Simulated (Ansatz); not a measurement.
# CH7GeNOSi: the cost of one run

All numbers below are computed with Ansatz 0.2.0 (RKS B3LYP/def2-SVP).

### Step 1. The structure to begin with

Bond lengths: N1–Ge2 1.830 Å, Ge2–C3 1.927 Å, C3–O4 1.153 Å, C3–Si5 1.864 Å, N1–H6 1.118 Å, N1–H7 1.055 Å, Ge2–H8 1.571 Å, Ge2–H9 1.529 Å, Si5–H10 1.500 Å, Si5–H11 1.469 Å, Si5–H12 1.443 Å. Angles (14 of 18 angles, heavy atoms first): N1–Ge2–C3 110.3°, Ge2–C3–O4 123.7°, Ge2–C3–Si5 119.0°, O4–C3–Si5 117.1°, N1–Ge2–H8 107.2°, N1–Ge2–H9 109.0°, C3–Ge2–H8 109.1°, C3–Ge2–H9 110.2°, Ge2–N1–H6 106.4°, Ge2–N1–H7 109.5°, C3–Si5–H10 108.2°, C3–Si5–H11 109.7°, C3–Si5–H12 110.8°, H8–Ge2–H9 110.9°.

Coordinates:

```xyz
12

N    -0.9972    0.2862    1.8984
Ge   -0.6505   -1.0884    0.7412
C    -0.2478   -0.4005   -1.0129
O    -0.8155   -0.7092   -1.9675
Si    1.2159    0.7334   -1.2261
H    -1.7886    0.9119    1.4163
H    -0.1660    0.9344    1.9342
H     0.6046   -1.8561    1.2927
H    -1.8703   -2.0091    0.6804
H     0.9895    1.9549   -0.3855
H     2.4309    0.0742   -0.7276
H     1.3720    1.1130   -2.6095
```

### Step 2. End point A

Input file input.yaml:

```yaml
crystal:
  periodic: [false, false, false]
  atoms:
    - { symbol: "N", position_ang: [-0.9972, 0.2862, 1.8984] }
    - { symbol: Ge, position_ang: [-0.6505, -1.0884, 0.7412] }
    - { symbol: C, position_ang: [-0.2478, -0.4005, -1.0129] }
    - { symbol: O, position_ang: [-0.8155, -0.7092, -1.9675] }
    - { symbol: Si, position_ang: [1.2159, 0.7334, -1.2261] }
    - { symbol: H, position_ang: [-1.7886, 0.9119, 1.4163] }
    - { symbol: H, position_ang: [-0.166, 0.9344, 1.9342] }
    - { symbol: H, position_ang: [0.6046, -1.8561, 1.2927] }
    - { symbol: H, position_ang: [-1.8703, -2.0091, 0.6804] }
    - { symbol: H, position_ang: [0.9895, 1.9549, -0.3855] }
    - { symbol: H, position_ang: [2.4309, 0.0742, -0.7276] }
    - { symbol: H, position_ang: [1.372, 1.113, -2.6095] }
basis:
  gaussian: { orbitals: def2-SVP }
hamiltonian:
  xc: b3lyp
relax:
  f_tol: 0.02
  max_steps: 50
```

On the command line:

```bash
$ ansatz run input.yaml --threads 2 --pin off --max-ram 3072MiB --backend cpu --events-out ev --progress --plain --runs-dir out
```

Q: Estimate wall time and peak memory on 2 threads of Intel Xeon 6975P-C (Granite Rapids), shared host.

About 73 s, with a peak of 0.36 GiB.
